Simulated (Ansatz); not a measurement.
Born–Oppenheimer molecular dynamics of a periodic cell of 18 atoms, W$_{4}$C$_{4}$Cl (surface WC(001), adsorbate Cl2, incident energy 1.5 eV, 40° from the normal). It starts from an unrelaxed structure (largest force component 4.81 eV/Å).

Method: DFT PBEsol, scalar-relativistic, plane waves, PAW (Ansatz 0.2.0). Settings: PAW set soft_1, cutoff 420 eV, k mesh 2x2x1, fermi-dirac smearing 0.15 eV, no spin polarisation.

* ensemble: NVE (velocity Verlet)
* time step: 1 fs
* steps asked: 200
* starting velocities: zero, but for any typed in the input
* atoms held: 1, 5, 9, 13
* seed: 952831

Frames 2 fs apart, positions in Å, forces in eV/Å.

Velocities at 70.0 fs (Å/ps):

```
W 0.00 0.00 0.00
C 0.03 0.00 -18.20
W 0.00 -0.01 0.98
C 0.15 -0.04 -13.12
W 0.00 0.00 0.00
C 0.00 0.02 -18.15
W -0.01 0.01 1.00
C -0.01 0.13 -13.12
W 0.00 0.00 0.00
C -0.03 0.00 -18.19
W 0.00 0.00 1.01
C -0.14 0.01 -13.09
W 0.00 0.00 0.00
C 0.01 -0.01 -18.20
W 0.01 0.01 1.00
C 0.00 -0.12 -13.28
Cl 13.49 0.36 -15.77
Cl 12.48 -0.45 -15.83
```

```xyz
18
Lattice="5.8032 0.0000 0.0000 -2.9016 5.0257 0.0000 0.0000 0.0000 18.2580" Properties=species:S:1:pos:R:3:forces:R:3 time_fs=70.0 energy_less_start_eV=-1.333 T=1564
W 0.000 0.000 1.000 0.00 0.00 0.20
C 1.451 0.838 2.299 0.00 0.00 -0.22
W 0.000 0.000 3.867 0.01 -0.01 -5.76
C 1.449 0.838 4.737 0.03 -0.01 5.77
W -1.451 2.513 1.000 0.00 0.00 0.20
C 0.000 3.351 2.299 0.00 0.00 -0.22
W -1.451 2.513 3.867 -0.04 0.01 -5.74
C 0.000 3.349 4.737 0.00 0.03 5.77
W 2.902 0.000 1.000 0.00 0.00 0.20
C 4.352 0.838 2.299 0.00 0.00 -0.22
W 2.902 0.000 3.867 -0.01 0.00 -5.72
C 4.354 0.838 4.736 -0.03 0.00 5.78
W 1.451 2.513 1.000 0.00 0.00 0.20
C 2.902 3.350 2.299 0.00 0.00 -0.22
W 1.451 2.513 3.867 0.04 0.02 -5.74
C 2.902 3.352 4.739 0.00 -0.03 5.74
Cl 3.069 4.588 8.440 0.04 0.12 -0.01
Cl 3.308 6.569 8.490 -0.04 -0.12 -0.02
18
Lattice="5.8032 0.0000 0.0000 -2.9016 5.0257 0.0000 0.0000 0.0000 18.2580" Properties=species:S:1:pos:R:3:forces:R:3 time_fs=72.0 energy_less_start_eV=-0.887 T=1319
W 0.000 0.000 1.000 0.00 0.00 -0.32
C 1.451 0.838 2.263 0.00 0.00 0.39
W 0.000 0.000 3.868 0.00 -0.01 -6.24
C 1.450 0.838 4.720 0.02 -0.01 6.17
W -1.451 2.513 1.000 0.00 0.00 -0.32
C 0.000 3.351 2.263 0.00 0.00 0.39
W -1.451 2.513 3.869 -0.03 0.01 -6.22
C 0.000 3.350 4.720 0.00 0.02 6.17
W 2.902 0.000 1.000 0.00 0.00 -0.32
C 4.352 0.838 2.263 0.00 0.00 0.39
W 2.902 0.000 3.869 -0.01 0.00 -6.21
C 4.353 0.838 4.720 -0.02 0.00 6.18
W 1.451 2.513 1.000 0.00 0.00 -0.32
C 2.902 3.350 2.263 0.00 0.00 0.39
W 1.451 2.513 3.869 0.03 0.02 -6.22
C 2.902 3.351 4.722 0.00 -0.03 6.14
Cl 3.096 4.589 8.408 0.03 0.08 -0.01
Cl 3.333 6.568 8.458 -0.03 -0.08 -0.02
18
Lattice="5.8032 0.0000 0.0000 -2.9016 5.0257 0.0000 0.0000 0.0000 18.2580" Properties=species:S:1:pos:R:3:forces:R:3 time_fs=74.0 energy_less_start_eV=-0.858 T=1303
W 0.000 0.000 1.000 0.00 0.00 -0.85
C 1.451 0.838 2.228 -0.01 0.00 1.00
W 0.000 0.000 3.868 0.00 0.00 -6.18
C 1.450 0.838 4.723 0.01 -0.01 6.05
W -1.451 2.513 1.000 0.00 0.00 -0.86
C 0.000 3.351 2.228 0.00 0.00 1.00
W -1.451 2.513 3.869 -0.01 0.01 -6.18
C 0.000 3.350 4.723 0.00 0.01 6.05
W 2.902 0.000 1.000 0.00 0.00 -0.86
C 4.352 0.838 2.227 0.00 0.00 1.00
W 2.902 0.000 3.869 -0.01 0.00 -6.17
C 4.353 0.838 4.723 0.00 0.00 6.05
W 1.451 2.513 1.000 0.00 0.00 -0.86
C 2.902 3.350 2.227 0.00 0.00 1.00
W 1.451 2.513 3.869 0.01 0.01 -6.18
C 2.902 3.351 4.724 0.00 -0.02 6.03
Cl 3.123 4.590 8.377 0.03 0.04 -0.01
Cl 3.358 6.567 8.427 -0.03 -0.04 -0.01
18
Lattice="5.8032 0.0000 0.0000 -2.9016 5.0257 0.0000 0.0000 0.0000 18.2580" Properties=species:S:1:pos:R:3:forces:R:3 time_fs=76.0 energy_less_start_eV=-1.230 T=1507
W 0.000 0.000 1.000 0.00 0.00 -1.37
C 1.451 0.838 2.195 -0.01 0.00 1.59
W 0.000 0.000 3.867 0.00 0.01 -5.61
C 1.451 0.838 4.745 -0.01 0.00 5.41
W -1.451 2.513 1.000 0.00 0.00 -1.38
C 0.000 3.351 2.196 0.00 0.00 1.58
W -1.451 2.513 3.868 0.00 0.00 -5.61
C 0.000 3.350 4.745 0.00 0.00 5.41
W 2.902 0.000 1.000 0.00 0.00 -1.38
C 4.352 0.838 2.195 0.01 0.00 1.59
W 2.902 0.000 3.868 0.00 0.00 -5.62
C 4.352 0.838 4.745 0.01 0.00 5.41
W 1.451 2.513 1.000 0.00 0.00 -1.37
C 2.902 3.350 2.195 0.00 0.00 1.59
W 1.451 2.513 3.867 0.00 0.01 -5.61
C 2.902 3.351 4.746 0.00 0.00 5.40
Cl 3.150 4.590 8.345 0.02 0.00 -0.01
Cl 3.383 6.566 8.395 -0.02 0.00 -0.01
18
Lattice="5.8032 0.0000 0.0000 -2.9016 5.0257 0.0000 0.0000 0.0000 18.2580" Properties=species:S:1:pos:R:3:forces:R:3 time_fs=78.0 energy_less_start_eV=-1.846 T=1845
W 0.000 0.000 1.000 0.00 0.00 -1.84
C 1.451 0.838 2.168 -0.01 0.00 2.12
W 0.000 0.000 3.865 0.00 0.02 -4.55
C 1.451 0.838 4.785 -0.02 0.00 4.29
W -1.451 2.513 1.000 0.01 0.00 -1.84
C 0.000 3.351 2.169 0.00 0.00 2.11
W -1.451 2.513 3.865 0.01 0.00 -4.57
C 0.000 3.351 4.785 0.00 -0.01 4.30
W 2.902 0.000 1.000 0.00 -0.01 -1.84
C 4.352 0.838 2.168 0.01 0.00 2.12
W 2.902 0.000 3.865 0.00 0.00 -4.58
C 4.352 0.838 4.785 0.02 0.00 4.29
W 1.451 2.513 1.000 -0.01 0.00 -1.84
C 2.902 3.350 2.168 0.00 0.01 2.12
W 1.451 2.513 3.865 -0.02 0.00 -4.57
C 2.902 3.350 4.785 0.00 0.01 4.30
Cl 3.177 4.591 8.313 0.02 -0.05 0.00
Cl 3.408 6.564 8.363 -0.02 0.04 -0.02
18
Lattice="5.8032 0.0000 0.0000 -2.9016 5.0257 0.0000 0.0000 0.0000 18.2580" Properties=species:S:1:pos:R:3:forces:R:3 time_fs=80.0 energy_less_start_eV=-2.465 T=2185
W 0.000 0.000 1.000 0.00 0.00 -2.22
C 1.451 0.838 2.148 -0.01 0.00 2.57
W 0.000 0.000 3.861 0.00 0.03 -3.13
C 1.452 0.837 4.838 -0.03 0.00 2.81
W -1.451 2.513 1.000 0.01 0.00 -2.23
C 0.000 3.351 2.149 0.00 0.00 2.56
W -1.451 2.513 3.862 0.02 -0.01 -3.15
C 0.000 3.351 4.838 0.00 -0.02 2.81
W 2.902 0.000 1.000 0.00 -0.01 -2.23
C 4.352 0.838 2.148 0.01 0.00 2.57
W 2.902 0.000 3.862 0.00 0.00 -3.16
C 4.352 0.838 4.838 0.03 0.00 2.80
W 1.451 2.513 1.000 -0.01 0.00 -2.22
C 2.902 3.350 2.148 0.00 0.01 2.57
W 1.451 2.513 3.862 -0.03 0.00 -3.15
C 2.901 3.350 4.838 0.00 0.02 2.83
Cl 3.204 4.592 8.282 0.01 -0.09 0.00
Cl 3.432 6.563 8.331 -0.01 0.08 -0.02
18
Lattice="5.8032 0.0000 0.0000 -2.9016 5.0257 0.0000 0.0000 0.0000 18.2580" Properties=species:S:1:pos:R:3:forces:R:3 time_fs=82.0 energy_less_start_eV=-2.862 T=2404
W 0.000 0.000 1.000 0.00 0.00 -2.49
C 1.451 0.838 2.136 -0.01 0.00 2.91
W 0.000 0.000 3.857 -0.01 0.03 -1.54
C 1.452 0.837 4.900 -0.04 0.01 1.14
W -1.451 2.513 1.000 0.01 0.00 -2.50
C 0.000 3.351 2.137 0.00 0.00 2.90
W -1.451 2.513 3.858 0.03 -0.01 -1.56
C 0.000 3.351 4.901 0.00 -0.03 1.14
W 2.902 0.000 1.000 0.00 -0.01 -2.50
C 4.352 0.838 2.136 0.01 0.00 2.92
W 2.901 0.000 3.858 0.01 0.00 -1.56
C 4.351 0.838 4.901 0.04 0.00 1.13
W 1.451 2.513 1.000 -0.01 0.00 -2.49
C 2.902 3.350 2.136 0.00 0.01 2.92
W 1.451 2.513 3.858 -0.03 0.00 -1.56
C 2.901 3.349 4.900 0.00 0.02 1.17
Cl 3.232 4.593 8.250 0.01 -0.14 0.00
Cl 3.457 6.562 8.300 -0.01 0.11 -0.02
18
Lattice="5.8032 0.0000 0.0000 -2.9016 5.0257 0.0000 0.0000 0.0000 18.2580" Properties=species:S:1:pos:R:3:forces:R:3 time_fs=84.0 energy_less_start_eV=-2.930 T=2442
W 0.000 0.000 1.000 0.00 0.00 -2.61
C 1.451 0.838 2.134 -0.01 0.00 3.11
W 0.000 0.000 3.853 -0.01 0.04 0.00
C 1.452 0.837 4.966 -0.04 0.01 -0.48
W -1.451 2.513 1.000 0.01 0.00 -2.62
C 0.000 3.351 2.134 0.00 0.00 3.10
W -1.451 2.513 3.853 0.03 -0.01 -0.01
C 0.000 3.352 4.967 0.01 -0.03 -0.48
W 2.902 0.000 1.000 0.00 -0.01 -2.62
C 4.352 0.838 2.134 0.01 0.00 3.11
W 2.901 0.000 3.854 0.01 0.01 -0.01
C 4.351 0.838 4.966 0.04 -0.01 -0.50
W 1.451 2.513 1.000 -0.01 0.00 -2.61
C 2.902 3.350 2.134 0.00 0.01 3.11
W 1.451 2.513 3.853 -0.03 0.00 -0.02
C 2.901 3.349 4.965 0.00 0.02 -0.44
Cl 3.259 4.594 8.219 0.00 -0.17 0.00
Cl 3.482 6.561 8.268 -0.01 0.14 -0.03
18
Lattice="5.8032 0.0000 0.0000 -2.9016 5.0257 0.0000 0.0000 0.0000 18.2580" Properties=species:S:1:pos:R:3:forces:R:3 time_fs=86.0 energy_less_start_eV=-2.703 T=2318
W 0.000 0.000 1.000 0.00 0.00 -2.55
C 1.451 0.838 2.141 -0.01 0.00 3.12
W 0.000 0.000 3.849 -0.01 0.04 1.33
C 1.452 0.837 5.031 -0.04 0.01 -1.89
W -1.451 2.513 1.000 0.01 0.00 -2.55
C 0.000 3.351 2.142 0.00 0.00 3.11
W -1.451 2.513 3.849 0.03 0.00 1.33
C 0.000 3.352 5.031 0.01 -0.03 -1.88
W 2.902 0.000 1.000 0.00 -0.01 -2.55
C 4.352 0.838 2.141 0.00 0.00 3.12
W 2.901 0.000 3.849 0.01 0.01 1.33
C 4.351 0.838 5.031 0.04 -0.01 -1.90
W 1.451 2.513 1.000 -0.01 0.00 -2.55
C 2.902 3.351 2.141 0.00 0.01 3.12
W 1.451 2.513 3.849 -0.03 0.00 1.31
C 2.901 3.349 5.029 0.00 0.03 -1.84
Cl 3.286 4.594 8.187 0.00 -0.21 0.00
Cl 3.507 6.561 8.236 -0.01 0.16 -0.04
18
Lattice="5.8032 0.0000 0.0000 -2.9016 5.0257 0.0000 0.0000 0.0000 18.2580" Properties=species:S:1:pos:R:3:forces:R:3 time_fs=88.0 energy_less_start_eV=-2.312 T=2103
W 0.000 0.000 1.000 0.00 -0.01 -2.29
C 1.451 0.838 2.158 0.00 0.01 2.90
W 0.000 0.000 3.845 -0.01 0.04 2.38
C 1.452 0.837 5.089 -0.05 0.02 -2.99
W -1.451 2.513 1.000 0.01 0.00 -2.30
C 0.000 3.351 2.159 0.00 0.00 2.89
W -1.451 2.513 3.845 0.03 0.00 2.39
C 0.000 3.352 5.090 0.01 -0.04 -2.98
W 2.902 0.000 1.000 0.00 0.00 -2.30
C 4.352 0.838 2.158 0.00 0.00 2.90
W 2.901 0.000 3.845 0.01 0.01 2.40
C 4.352 0.838 5.089 0.04 -0.01 -3.00
W 1.451 2.513 1.000 -0.01 0.00 -2.29
C 2.902 3.351 2.158 0.00 0.00 2.90
W 1.451 2.513 3.845 -0.03 0.01 2.36
C 2.901 3.349 5.088 0.00 0.03 -2.93
Cl 3.313 4.594 8.155 -0.01 -0.24 0.01
Cl 3.531 6.560 8.204 0.00 0.18 -0.05
18
Lattice="5.8032 0.0000 0.0000 -2.9016 5.0257 0.0000 0.0000 0.0000 18.2580" Properties=species:S:1:pos:R:3:forces:R:3 time_fs=90.0 energy_less_start_eV=-1.899 T=1876
W 0.000 0.000 1.000 0.00 -0.01 -1.86
C 1.451 0.838 2.185 0.00 0.01 2.46
W 0.000 0.000 3.841 -0.01 0.05 3.16
C 1.452 0.837 5.138 -0.05 0.02 -3.77
W -1.451 2.513 1.000 0.01 0.00 -1.86
C 0.000 3.351 2.185 0.00 0.00 2.45
W -1.451 2.513 3.841 0.03 0.00 3.17
C 0.000 3.352 5.138 0.01 -0.04 -3.75
W 2.902 0.000 1.000 0.00 0.00 -1.86
C 4.352 0.838 2.185 0.00 0.00 2.46
W 2.901 0.000 3.842 0.01 0.01 3.18
C 4.352 0.838 5.138 0.04 -0.01 -3.77
W 1.451 2.513 1.000 -0.01 0.00 -1.85
C 2.902 3.351 2.185 0.00 0.00 2.46
W 1.451 2.513 3.841 -0.03 0.01 3.14
C 2.901 3.349 5.137 0.00 0.03 -3.70
Cl 3.340 4.594 8.124 -0.01 -0.26 0.01
Cl 3.556 6.560 8.172 0.00 0.18 -0.06
18
Lattice="5.8032 0.0000 0.0000 -2.9016 5.0257 0.0000 0.0000 0.0000 18.2580" Properties=species:S:1:pos:R:3:forces:R:3 time_fs=92.0 energy_less_start_eV=-1.566 T=1692
W 0.000 0.000 1.000 0.00 -0.01 -1.28
C 1.451 0.838 2.219 0.00 0.01 1.82
W 0.000 0.000 3.838 -0.01 0.05 3.68
C 1.451 0.837 5.175 -0.05 0.03 -4.24
W -1.451 2.513 1.000 0.01 0.00 -1.29
C 0.000 3.350 2.220 0.00 0.00 1.82
W -1.451 2.513 3.839 0.03 0.01 3.70
C 0.000 3.351 5.176 0.02 -0.04 -4.21
W 2.902 0.000 1.000 0.00 0.00 -1.28
C 4.352 0.838 2.220 0.00 0.00 1.82
W 2.901 0.000 3.839 0.01 0.01 3.71
C 4.352 0.837 5.175 0.04 -0.01 -4.24
W 1.451 2.513 1.000 -0.01 0.00 -1.28
C 2.902 3.351 2.219 0.00 0.00 1.83
W 1.451 2.513 3.838 -0.03 0.01 3.67
C 2.901 3.349 5.174 0.00 0.03 -4.16
Cl 3.367 4.594 8.092 -0.01 -0.27 0.02
Cl 3.581 6.560 8.140 -0.01 0.18 -0.07
```

Of the whole run (200 fs, mean temperature of the second half 1869 K): The conserved energy stayed within 0.92 meV per atom of its start (net change -0.89 meV per atom), so the integration is sound. A run of 0.2 ps of so small a system gives no equilibrium averages. Limits of this set-up: coarse k mesh, thin slab, slab without dipole correction, no dispersion correction for a molecule that may bind weakly, PAW files made for another functional.

Time of the run: 18 min on 2 threads of Arm Neoverse V1, with other jobs on the host, peak memory 1.2 GiB.
